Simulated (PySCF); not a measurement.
# C4H8O2Si: the cost of one run

Programs: PySCF 2.14.0, with routines of our own; each step states its level. All values are computed. Atoms count from 0.

### 1 The system as given

15 atoms, charge 0, multiplicity 1; geometry from: GFN2-xTB.

### 2 Magnetic properties: GIAO B3LYP/pcSseg-1

The job: settings as JSON, then the geometry in Å.

```
{"job": {"kind": "mag", "xc": "B3LYP", "basis": "pcSseg-1", "isotopologues": 2}, "charge": 0, "multiplicity": 1}
O      3.585871     0.848598     0.116626
C      2.460059     0.878180    -0.306533
Si     0.928274     0.366592     0.717439
C      0.030148    -1.220871     0.157762
C     -1.421633    -0.774682     0.329701
C     -1.494620     0.698652    -0.075052
O     -0.305644     1.356229     0.308078
H      2.283329     1.235380    -1.345601
H      1.207611     0.413533     2.149740
H      0.231152    -1.456124    -0.888347
H      0.237660    -2.114176     0.739522
H     -2.118122    -1.369457    -0.261023
H     -1.697488    -0.861878     1.381324
H     -1.597049     0.798499    -1.160757
H     -2.333960     1.209514     0.402967
```

Level: GIAO B3LYP/pcSseg-1 magnetisability, rotational g tensor and spin-rotation constants, non-relativistic, gas phase.

Started as:

```
> OMP_NUM_THREADS=1 python excited_run.py task.json out
```

This one command runs all jobs of the session in turn.

Q: Estimate the wall time and peak memory of this first job on 1 thread of Arm Neoverse N1, shared host.

About 42 s, with a peak of 0.76 GiB.
